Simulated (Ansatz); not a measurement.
**C₃H₄SSi: small, medium and large basis sets**

An exercise on one series of results from a longer session: the logs are not shown, and one member is left open.

The runs use Ansatz 0.2.0, Gaussian basis; one geometry, several basis sets.

Plan: PBE0-D4/def2-SVP; ωB97M-V/def2-SVP; PBE0-D4/def2-QZVPP; ωB97M-V/def2-QZVPP; the functionals' def2-TZVPP values are taken from earlier runs.

### The geometry

All runs share one geometry, relaxed beforehand with PBE0-D4 in a triple-zeta def2 set.

SMILES `[SiH3]C#CC=S`, 9 atoms, charge 0, spin multiplicity 1.

Atoms are counted from 1 here; the program's logs count them from 0.

Bond lengths: Si1–C2 1.824 Å, Si1–H6 1.483 Å, Si1–H7 1.483 Å, Si1–H8 1.482 Å, C2–C3 1.215 Å, C3–C4 1.405 Å, C4–S5 1.619 Å, C4–H9 1.092 Å. Angles: C2–Si1–H6 108.6°, C2–Si1–H7 108.5°, C2–Si1–H8 109.5°, H6–Si1–H7 110.2°, H6–Si1–H8 110.0°, H7–Si1–H8 110.0°, Si1–C2–C3 178.6°, C2–C3–C4 179.0°, C3–C4–S5 124.5°, C3–C4–H9 115.1°, S5–C4–H9 120.4°.

The first run:

Contents of in.yaml:

```yaml
crystal:
  periodic: [false, false, false]
  atoms:
    - {symbol: Si, position_ang: [-0.838969, -0.895329, -1.598662]}
    - {symbol: C, position_ang: [-0.088616, -0.127191, -0.123673]}
    - {symbol: C, position_ang: [0.421317, 0.405603, 0.841419]}
    - {symbol: C, position_ang: [1.002372, 1.003197, 1.972187]}
    - {symbol: S, position_ang: [1.843694, 2.386234, 1.948755]}
    - {symbol: H, position_ang: [-1.770563, 0.078482, -2.216838]}
    - {symbol: H, position_ang: [0.243135, -1.242426, -2.551026]}
    - {symbol: H, position_ang: [-1.574989, -2.118496, -1.199058]}
    - {symbol: H, position_ang: [0.851119, 0.463723, 2.909797]}
basis:
  gaussian: {orbitals: def2-SVP}
hamiltonian: {xc: pbe0, dispersion: d4}
output: {orbitals: {seedname: orbitals}}
```

Command:

```sh
ansatz run in.yaml --threads 2 --pin off --events-out ev --progress --plain --max-ram 4352MiB
```

Steps of the session up to this table: PBE0-D4 in def2-SVP; ωB97M-V in def2-SVP; PBE0-D4 in def2-QZVPP; ωB97M-V in def2-QZVPP.

One of the session's tables, all rows but one given; the rest of the session is left out.

It belongs to the step «Functionals by basis». 

```
functional       basis  HOMO (eV)  LUMO (eV)
   PBE0-D4    def2-SVP      -6.73      -3.09
   PBE0-D4  def2-TZVPP      -6.87      -3.21
   PBE0-D4  def2-QZVPP          ?          ?
   ωB97M-V    def2-SVP      -8.96      -0.98
   ωB97M-V  def2-TZVPP      -9.13      -1.17
   ωB97M-V  def2-QZVPP      -9.17      -1.22
```

Estimate the missing values for PBE0-D4, def2-QZVPP.

**Answer.** HOMO (eV): -6.90; LUMO (eV): -3.25. In the column «HOMO (eV)» it lies between ωB97M-V, def2-SVP (-8.96) and PBE0-D4, def2-TZVPP (-6.87).
